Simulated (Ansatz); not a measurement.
# Zr₂+ (sextet): the correlation ladder, def2-TZVPP

One table from this session's results is given with a row withheld; the runs are named, their logs left out.

Computed with Ansatz 0.2.0, Gaussian basis. Level: def2-TZVPP, core rule «outside noble gas», up to 8 orbitals frozen.

The runs, in order: UHF; CCSD(T) on ROHF; CCSD(T) on UHF; CCSDT(Q) on ROHF; CCSDT(Q) on UHF; CASSCF and MRCISD+Q, 7 electrons in 12 orbitals; CASSCF and NEVPT2, 7 electrons in 12 orbitals.

4 further runs of the same task are left out: 1 for a known fault of the program, 3 set aside as unsound or not needed.

### The system

The geometry is a PBE0/def2-TZVP stationary point (not a proven minimum) of the parent state, kept for this charge and spin. No spin-orbit coupling is included. Elements past krypton take def2 core potentials.

2 atoms, charge 1, spin multiplicity 6.

Atoms are counted from 1 here; the program's logs count them from 0.

Bond lengths: Zr1–Zr2 2.388 Å.

As a file:

```xyz
2

Zr    0.0000    0.0000    0.0000
Zr    0.0000    0.0000    2.3876
```

The first run:

The input, in.yaml:

```yaml
crystal:
  periodic: [false, false, false]
  atoms:
    - {symbol: Zr, position_ang: [0.000000, 0.000000, 0.000000]}
    - {symbol: Zr, position_ang: [0.000000, 0.000000, 2.387600]}
basis:
  gaussian: {orbitals: def2-TZVPP}
total_charge: 1
magnetization: {spin_polarized: true, initial_magnetization: 5}
hamiltonian: {xc: hf}
output: {orbitals: {seedname: orbitals}}
```

Run with:

```sh
$ ansatz run in.yaml --threads 1 --pin off --events-out ev --progress --plain --max-ram 2816MiB --backend cpu
```

Steps of the session up to this table: UHF; CCSD(T) on ROHF; CCSD(T) on UHF; CCSDT(Q) on ROHF; CCSDT(Q) on UHF; CASSCF and MRCISD+Q, 7 electrons in 12 orbitals; CASSCF and NEVPT2, 7 electrons in 12 orbitals.

One of the session's tables, all rows but one given; the rest of the session is left out.

| method | from RCCSDT(Q) (kcal/mol) |
| --- | --- |
| RMP2 | -8.17 |
| UMP2 | +21.76 |
| RCCSD | ? |
| UCCSD | +12.36 |
| RCCSD(T) | +3.68 |
| UCCSD(T) | +3.17 |
| RCCSDT | +4.47 |
| UCCSDT | +1.48 |
| RCCSDT(Q) | 0 |
| UCCSDT(Q) | -0.79 |
| CASSCF valence | +53.86 |
| NEVPT2 valence | +17.66 |
| MRCISD valence | +5.99 |
| MRCISD+Q valence | +3.04 |

Estimate the missing values for RCCSD.

The run gave: from RCCSDT(Q) (kcal/mol): +17.84. In the column «from RCCSDT(Q) (kcal/mol)» it lies between NEVPT2 valence (+17.66) and UMP2 (+21.76).

Left out of the table: ROHF, UHF (another determinant or state than the rows shown).

Caveats from the session: The report flags that the cluster equations may have other roots. The program flags RCCSD(T), RCCSDT(Q) as in doubt, so the zero of the table is itself unsure. Warnings: spin contamination; coupled cluster took another determinant than the lowest; large T1 diagnostic. Restricted and unrestricted rows rest on different reference determinants; where their highest levels disagree by more than a few hundredths of an eV, they describe different states and don't form one ladder.
